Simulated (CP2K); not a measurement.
# One shape, several levels: C2H6AlClGe (SMILES [AlH2][GeH2]/[CH]=C/Cl)

We compute a comparison of 3 runs (PM3, PM6, GFN0-xTB) of C2H6AlClGe. 

The calculation is run with CP2K 2026.2.

5 further runs of the same task are left out: 3 that didn't finish, 2 set aside as unsound or not needed.

## (1) Starting point

C2H6AlClGe has 11 atoms, charge 0, and is taken as a singlet. As SMILES, `[AlH2][GeH2]/[CH]=C/Cl`. Geometry: a rough force-field guess. This is one conformer, not always the lowest.

Bond lengths: Al1–Ge2 2.397 Å, Ge2–C3 1.921 Å, C3–C4 1.276 Å, C4–Cl5 1.720 Å, Al1–H6 1.568 Å, Al1–H7 1.645 Å, Ge2–H8 1.527 Å, Ge2–H9 1.570 Å, C3–H10 1.125 Å, C4–H11 1.166 Å. Some angles: Al1–Ge2–C3 109.8°, Ge2–C3–C4 125.6°, C3–C4–Cl5 126.6°, Al1–Ge2–H8 111.4°, Al1–Ge2–H9 107.0°, C3–Ge2–H8 107.8°, C3–Ge2–H9 110.2°, Ge2–Al1–H6 121.0°, Ge2–Al1–H7 116.2°, Ge2–C3–H10 116.7°.

## (2) A single-point energy at PM3 (run 1)

run.inp

```
&FORCE_EVAL
  METHOD QS
  &DFT
    &QS
      METHOD PM3
      EPS_DEFAULT 1.0E-10
      &SE
        &COULOMB
          CUTOFF [angstrom] 50
          RC_RANGE [angstrom] 0
        &END COULOMB
        &EXCHANGE
          CUTOFF [angstrom] 50
          RC_RANGE [angstrom] 0
        &END EXCHANGE
      &END SE
    &END QS
    &POISSON
      PERIODIC NONE
      POISSON_SOLVER ANALYTIC
    &END POISSON
    &SCF
      SCF_GUESS ATOMIC
      EPS_SCF 1.0E-07
      MAX_SCF 80
      ADDED_MOS 4
      &DIAGONALIZATION
        ALGORITHM STANDARD
      &END DIAGONALIZATION
      &MIXING
        METHOD DIRECT_P_MIXING
        ALPHA 0.4
      &END MIXING
    &END SCF
    &PRINT
      &MOMENTS
        PERIODIC F
        REFERENCE COM
        MAX_MOMENT 1
      &END MOMENTS
      &MO ON
        ENERGIES T
        OCCUPATION_NUMBERS T
        NDIGITS 6
        &EACH
          QS_SCF 0
        &END EACH
        ADD_LAST NUMERIC
      &END MO
      &HIRSHFELD OFF
      &END HIRSHFELD
    &END PRINT
  &END DFT
  &SUBSYS
    &CELL
      ABC 16.7 16.7 16.9
      PERIODIC NONE
    &END CELL
    &COORD
      Al     7.103250     7.653000     9.915450
      Ge     8.859850     6.969200     8.434050
      C      9.603850     8.507100     7.555450
      C      8.970050     9.297000     6.778450
      Cl     9.608850    10.679100     5.978750
      H      6.454150     6.640700    10.921250
      H      6.011150     8.719700     9.303450
      H      8.341550     6.020900     7.355750
      H      9.953850     6.266200     9.313450
      H     10.688850     8.728200     7.754950
      H      7.835250     9.068000     6.639550
    &END COORD
  &END SUBSYS
&END FORCE_EVAL

&GLOBAL
  PROJECT_NAME run
  RUN_TYPE ENERGY
  PRINT_LEVEL MEDIUM
&END GLOBAL
```

On the command line:

```sh
OMP_NUM_THREADS=1 cp2k.psmp -i run.inp -o run.out
```

Log:

```text
CP2K| version string:                                       CP2K version 2026.2
[...]
 GLOBAL| Method name                                                        CP2K
[...]
 GLOBAL| Run type                                                         ENERGY
[...]
                             - Atoms:                                         11
[...]
                             - Spherical basis functions:                     26
[...]
 Number of electrons:                                                         28
[...]
     1 P_Mix/Diag. 0.40E+00    0.0     0.78413098       -23.0335399830 -2.30E+01
[...]
    43 DIIS/Diag.  0.74E-07    0.0     0.00000009       -28.6246306864 -2.13E-14
  *** SCF run converged in    43 steps ***
  Core-core repulsion energy [eV]:                           1538.11843679921776
  Core Hamiltonian energy [eV]:                             -1149.38266220813193
  Two-electron integral energy [eV]:                        -2335.30317590437016
  Electronic energy [eV]:                                   -2317.03425016031724
  Total energy [eV]:                                         -778.91581336109925
  Atomic reference energy [eV]:                               783.93741693022082
  Heat of formation [kcal/mol]:                               115.80093847345023
[...]
 SE_DIPOLE| Moment [Debye]          0.75966066       0.01428249      -2.21940575
 SE_DIPOLE| Derivative [a.u.]       0.00000000       0.00000000       0.00000000
 ENERGY| Total FORCE_EVAL ( QS ) energy [hartree]            -28.624630686448079
[...]
```

Wall time 0.48 s (1 thread of Arm Neoverse N1, shared host); peak memory 0.14 GiB.

## (3) Energy and gradient at PM6 (run 2)

run.py

```python
import numpy as np
from ase import Atoms
from ase.calculators.cp2k import CP2K

atoms = Atoms(['Al', 'Ge', 'C', 'C', 'Cl', 'H', 'H', 'H', 'H', 'H', 'H'],
              positions=[(-1.384500, -0.402100, 1.740000),
                         (0.372100, -1.085900, 0.258600),
                         (1.116100, 0.452000, -0.620000),
                         (0.482300, 1.241900, -1.397000),
                         (1.121100, 2.624000, -2.196700),
                         (-2.033600, -1.414400, 2.745800),
                         (-2.476600, 0.664600, 1.128000),
                         (-0.146200, -2.034200, -0.819700),
                         (1.466100, -1.788900, 1.138000),
                         (2.201100, 0.673100, -0.420500),
                         (-0.652500, 1.012900, -1.535900)])
atoms.set_cell([20.7, 20.7, 20.9])
atoms.center()
template = """
&FORCE_EVAL
  METHOD QS
  &DFT
    CHARGE 0
    MULTIPLICITY 1
    &QS
      METHOD PM6
      EPS_DEFAULT 1.0E-10
      &SE
        &COULOMB
          CUTOFF [angstrom] 50
          RC_RANGE [angstrom] 0
        &END COULOMB
        &EXCHANGE
          CUTOFF [angstrom] 50
          RC_RANGE [angstrom] 0
        &END EXCHANGE
      &END SE
    &END QS
    &POISSON
      PERIODIC NONE
      POISSON_SOLVER ANALYTIC
    &END POISSON
    &SCF
      SCF_GUESS ATOMIC
      EPS_SCF 1.0E-07
      MAX_SCF 100
      ADDED_MOS 8
      &DIAGONALIZATION
        ALGORITHM STANDARD
      &END DIAGONALIZATION
      &MIXING
        METHOD DIRECT_P_MIXING
        ALPHA 0.4
      &END MIXING
    &END SCF
    &PRINT
      &MOMENTS
        PERIODIC F
        REFERENCE COM
        MAX_MOMENT 1
      &END MOMENTS
      &MO ON
        ENERGIES T
        OCCUPATION_NUMBERS T
        NDIGITS 6
        &EACH
          QS_SCF 0
        &END EACH
        ADD_LAST NUMERIC
      &END MO
      &HIRSHFELD OFF
      &END HIRSHFELD
    &END PRINT
  &END DFT
  &SUBSYS
  &END SUBSYS
&END FORCE_EVAL
"""
calc = CP2K(command="cp2k.psmp -s", label="qs", inp=template, basis_set=None, basis_set_file=None, potential_file=None, pseudo_potential=None, xc=None, cutoff=None, max_scf=None, charge=None, uks=False,
            force_eval_method=None, print_level="LOW", poisson_solver=None, stress_tensor=False)
atoms.calc = calc
e = atoms.get_potential_energy()
f = atoms.get_forces()
print(f"energy = {e:.6f} eV")
print("forces (eV/angstrom):")
for s, v in zip(atoms.get_chemical_symbols(), f):
    print(f"{s:2s} {v[0]:10.5f} {v[1]:10.5f} {v[2]:10.5f}")
```

On the command line:

```sh
OMP_NUM_THREADS=1 python run.py
```

Log:

```text
energy = -713.653574 eV
forces (eV/angstrom):
Al    5.95290   -2.69184   -8.26071
Ge   -6.61086    2.73160    7.00781
C     3.22234   -1.68191    2.52988
C    -4.24355    1.18386   -1.92826
Cl   -0.07244   -0.15031    0.04915
H     0.41835    0.04893    0.46393
H     1.24943   -0.51342    0.74535
H    -0.19214    0.13335    0.22231
H    -0.56369    0.45224   -0.47444
H    -0.46246   -0.46927    0.10484
H     1.30211    0.95677   -0.45985
```

qs.out:

```text
CP2K| version string:                                       CP2K version 2026.2
 CP2K| Input file name                                                    qs.inp

[... 16 lines left out ...]
 *** WARNING in qs_kind_types.F:2264 :: Information provided in the input ***
[... 5 lines left out ...]
 *** WARNING in qs_kind_types.F:2264 :: Information provided in the input ***
[... 5 lines left out ...]
 *** WARNING in qs_kind_types.F:2264 :: Information provided in the input ***
[... 77 lines left out ...]
  *** SCF run converged in    19 steps ***
[... 9 lines left out ...]
  Heat of formation [kcal/mol]:                               -26.80375247305106
[... 14 lines left out ...]
 SE_DIPOLE| Moment [a.u.]           0.11865191       0.48853234      -0.72843598
[... 1 line left out ...]
 SE_DIPOLE| Derivative [a.u.]       0.00000000       0.00000000       0.00000000
[... 27 lines left out ...]
 -------------------------------------------------------------------------------
```

Wall time 1.3 s (1 thread of Arm Neoverse N1, shared host); peak memory 0.14 GiB.

## (4) Energy and forces at GFN0-xTB (run 3)

run.inp

```
&GLOBAL
  PROJECT_NAME run
  RUN_TYPE ENERGY_FORCE
  PRINT_LEVEL MEDIUM
&END GLOBAL

&FORCE_EVAL
  METHOD QUICKSTEP
  &DFT
    CHARGE 0
    MULTIPLICITY 1
    &QS
      METHOD XTB
      EPS_DEFAULT 1.0E-10
      &XTB
        GFN_TYPE 0
        CHECK_ATOMIC_CHARGES F
      &END XTB
    &END QS
    &POISSON
      PERIODIC NONE
      POISSON_SOLVER ANALYTIC
    &END POISSON
    &SCF
      SCF_GUESS ATOMIC
      EPS_SCF 1.0E-07
      MAX_SCF 150
      ADDED_MOS 8
      &DIAGONALIZATION
        ALGORITHM STANDARD
      &END DIAGONALIZATION
      &MIXING
        METHOD DIRECT_P_MIXING
        ALPHA 0.4
      &END MIXING
      &SMEAR ON
        METHOD FERMI_DIRAC
        ELECTRONIC_TEMPERATURE [K] 300
      &END SMEAR
    &END SCF
    &PRINT
      &MOMENTS
        PERIODIC F
        REFERENCE COM
        MAX_MOMENT 1
      &END MOMENTS
      &MO ON
        ENERGIES T
        OCCUPATION_NUMBERS T
        NDIGITS 6
        &EACH
          QS_SCF 0
        &END EACH
        ADD_LAST NUMERIC
      &END MO
      &HIRSHFELD OFF
      &END HIRSHFELD
    &END PRINT
  &END DFT
  &SUBSYS
    &CELL
      ABC [angstrom] 14.7 14.7 14.9
      PERIODIC NONE
    &END CELL
    &COORD
      Al    -1.384500    -0.402100     1.740000
      Ge     0.372100    -1.085900     0.258600
      C      1.116100     0.452000    -0.620000
      C      0.482300     1.241900    -1.397000
      Cl     1.121100     2.624000    -2.196700
      H     -2.033600    -1.414400     2.745800
      H     -2.476600     0.664600     1.128000
      H     -0.146200    -2.034200    -0.819700
      H      1.466100    -1.788900     1.138000
      H      2.201100     0.673100    -0.420500
      H     -0.652500     1.012900    -1.535900
    &END COORD
    &TOPOLOGY
      &CENTER_COORDINATES
      &END CENTER_COORDINATES
    &END TOPOLOGY
  &END SUBSYS
  &PRINT
    &FORCES ON
    &END FORCES
  &END PRINT
&END FORCE_EVAL
```

On the command line:

```sh
OMP_NUM_THREADS=1 cp2k.psmp -i run.inp -o run.out
```

Log:

```text
CP2K| version string:                                       CP2K version 2026.2
[...]
 GLOBAL| Method name                                                        CP2K
[...]
 GLOBAL| Run type                                                   ENERGY_FORCE
[...]
                             - Atoms:                                         11
[...]
                             - Spherical basis functions:                     47
[...]
 Number of electrons:                                                         28
[...]
  Fermi energy:                                                -0.31299473433359
[...]
 TB_DIPOLE| Moment [Debye]         -0.43945998       0.02059578       1.35936522
 TB_DIPOLE| Derivative [a.u.]       0.00000000       0.00000000       0.00000000
[...]
 ENERGY| Total FORCE_EVAL ( QS ) energy [hartree]            -15.257745952665248
 FORCES| Atomic forces [hartree/bohr]
 FORCES|   Atom     x               y               z               |f|
 FORCES|      1 -1.05836385E-02  8.34791814E-04 -1.23577056E-02   1.62918129E-02
 FORCES|      2 -1.44638524E-02 -3.31329048E-03  2.78273698E-02   3.15363826E-02
 FORCES|      3  6.19509388E-02 -3.11733579E-02  3.22990011E-02   7.65043955E-02
 FORCES|      4 -6.26892086E-02  2.50797740E-02 -3.32185320E-02   7.52489389E-02
 FORCES|      5 -3.40705235E-03  4.72999019E-04 -7.65164148E-04   3.52380618E-03
 FORCES|      6 -2.11004386E-03  6.23009535E-03 -9.03272663E-05   6.57833810E-03
 FORCES|      7  5.96117504E-03 -8.52301682E-03  1.03092569E-02   1.46443914E-02
 FORCES|      8  9.30894116E-03 -1.40935895E-03  3.22626467E-03   9.95246009E-03
 FORCES|      9 -2.22954752E-03  9.74420340E-04 -1.97967809E-02   1.99457492E-02
 FORCES|     10 -1.28543039E-02 -8.47878412E-04 -4.82490535E-03   1.37561528E-02
 FORCES|     11  3.11165921E-02  1.16748221E-02 -2.60847716E-03   3.33368854E-02
 FORCES| Sum    -2.42861287E-16 -1.00613962E-16  1.78242837E-16
 FORCES| Total atomic force                                       3.17608694E-16
[...]
```

It took 0.42 s on 1 thread of Arm Neoverse N1, shared host; peak memory 0.14 GiB.

## (5) Overview of the runs

```tsv
run	level	task	iteration cap	energy (Eh)	dipole moment (D)	HOMO energy (eV)	LUMO energy (eV)	wall time
1	PM3	energy	80	-28.624631	2.35	-9.46	-3.38	0.48 s
2	PM6	gradient	100	-26.226287	2.25	-9.83	-0.32	1.3 s
3	GFN0-xTB	gradient	150	-15.257746	1.43	-11.10	-7.62	0.42 s
```

## (6) What came out

| quantity | value |
| --- | --- |
| run 3: total energy | -15.25775 Eh |
| run 3: dipole moment (from atomic charges alone) | 1.43 D |
| run 3: HOMO energy | -11.10 eV |
| run 3: LUMO energy | -7.62 eV |
| run 3: HOMO–LUMO gap | 3.47 eV |
| run 3: dispersion energy | -9.72 kJ/mol |
| run 3: largest force on an atom | 3.934 eV/Å |

What this shows: The dipole moment (its size) runs from 1.43 D (GFN0-xTB) to 2.35 D (PM3). Some of these are taken from atomic charges alone. The HOMO–LUMO gap runs from 3.47 eV (GFN0-xTB) to 9.51 eV (PM6). Force-field and semi-empirical energies have zeros of their own, so their totals don't compare. All runs together took 2.2 s, the longest 1.3 s.
